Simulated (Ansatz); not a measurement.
# AlGeH₇Si: up Jacob's ladder to CCSD(T)

The task here is to estimate one member of a computed series from the others.

Computed with Ansatz 0.2.0, Gaussian basis. Level: functionals in def2-TZVPP, the program's frozen cores in correlated methods.

Levels to be run: LDA (SPW92), PBE-D4, revPBE-D4, BLYP-D4, r2SCAN-D4, B97M-V, PBE0-D4, B3LYP-D4, r2SCANh-D4, r2SCAN0-D4, HSE06-D4, BHLYP-D4, CAM-B3LYP-D4, LC-ωPBE, ωB97X-V, ωB97M-V, B2PLYP, PBE-QIDH; CCSD(T)/def2-SVP; CCSD(T)/def2-TZVPP; MP2/def2-QZVPP; extrapolation to the limit; RPA on PBE.

**The geometry**

The geometry comes from an earlier relaxation with PBE0-D4 in a triple-zeta def2 set; it is a stationary point, not always the lowest conformer.

SMILES `[AlH2][SiH2][GeH3]`, 10 atoms, charge 0, spin multiplicity 1.

Atoms are counted from 1 here; the program's logs count them from 0.

Bond lengths: Al1–Si2 2.445 Å, Al1–H4 1.588 Å, Al1–H5 1.588 Å, Si2–Ge3 2.388 Å, Si2–H6 1.492 Å, Si2–H7 1.492 Å, Ge3–H8 1.538 Å, Ge3–H9 1.540 Å, Ge3–H10 1.540 Å. Angles: Si2–Al1–H4 120.2°, Si2–Al1–H5 120.3°, H4–Al1–H5 119.5°, Al1–Si2–Ge3 109.6°, Al1–Si2–H6 112.7°, Al1–Si2–H7 112.7°, Ge3–Si2–H6 107.0°, Ge3–Si2–H7 107.0°, H6–Si2–H7 107.7°, Si2–Ge3–H8 111.7°, Si2–Ge3–H9 110.4°, Si2–Ge3–H10 110.4°, H8–Ge3–H9 108.3°, H8–Ge3–H10 108.3°, H9–Ge3–H10 107.7°.

The first run:

File in.yaml:

```yaml
crystal:
  periodic: [false, false, false]
  atoms:
    - {symbol: Al, position_ang: [-1.901718, 0.583324, -1.010891]}
    - {symbol: Si, position_ang: [0.470601, 0.777490, -0.451387]}
    - {symbol: Ge, position_ang: [1.083625, -0.974993, 1.050595]}
    - {symbol: H, position_ang: [-2.362442, -0.312974, -2.238127]}
    - {symbol: H, position_ang: [-2.997199, 1.296853, -0.109702]}
    - {symbol: H, position_ang: [0.798366, 2.065865, 0.225480]}
    - {symbol: H, position_ang: [1.355003, 0.656003, -1.646583]}
    - {symbol: H, position_ang: [2.569370, -0.896347, 1.441221]}
    - {symbol: H, position_ang: [0.241424, -0.897562, 2.337256]}
    - {symbol: H, position_ang: [0.825969, -2.348957, 0.405137]}
basis:
  gaussian: {orbitals: def2-TZVPP}
hamiltonian: {xc: lda}
output: {orbitals: {seedname: orbitals}}
```

Launch:

```console
ansatz run in.yaml --threads 2 --pin off --events-out ev --progress --plain --max-ram 4352MiB
```

Steps of the session up to this table: LDA; PBE-D4 (GGA); revPBE-D4 (GGA); BLYP-D4 (GGA); r2SCAN-D4 (meta-GGA); B97M-V (meta-GGA); PBE0-D4 (hybrid); B3LYP-D4 (hybrid); r2SCANh-D4 (hybrid); r2SCAN0-D4 (hybrid); HSE06-D4 (hybrid); BHLYP-D4 (hybrid); CAM-B3LYP-D4 (range-separated); LC-ωPBE (range-separated); ωB97X-V (range-separated); ωB97M-V (range-separated); B2PLYP (double hybrid); PBE-QIDH (double hybrid).

One table of the session follows, with a row left open; its other results are not shown here.

It belongs to the step «Frontier levels by functional». 

| functional | HOMO (eV) | LUMO (eV) | gap (eV) |
| --- | --- | --- | --- |
| LDA (SPW92) | ? | ? | ? |
| PBE-D4 | -6.43 | -2.94 | 3.49 |
| revPBE-D4 | -6.39 | -2.83 | 3.56 |
| BLYP-D4 | -6.28 | -2.81 | 3.47 |
| r2SCAN-D4 | -6.67 | -2.71 | 3.96 |
| B97M-V | -6.77 | -2.92 | 3.84 |
| PBE0-D4 | -7.45 | -2.20 | 5.25 |
| B3LYP-D4 | -7.25 | -2.38 | 4.87 |
| r2SCANh-D4 | -7.04 | -2.45 | 4.59 |
| r2SCAN0-D4 | -7.60 | -2.08 | 5.52 |
| HSE06-D4 | -7.06 | -2.57 | 4.49 |
| BHLYP-D4 | -8.35 | -1.42 | 6.93 |
| CAM-B3LYP-D4 | -8.65 | -1.26 | 7.39 |
| LC-ωPBE | -9.93 | -0.20 | 9.73 |
| ωB97X-V | -9.62 | -0.32 | 9.30 |
| ωB97M-V | -9.38 | -0.59 | 8.79 |

**Question.** Estimate the row for LDA (SPW92).

**Answer.** HOMO (eV): -6.50; LUMO (eV): -3.16; gap (eV): 3.35. In the column «HOMO (eV)» it lies between r2SCAN-D4 (-6.67) and PBE-D4 (-6.43).
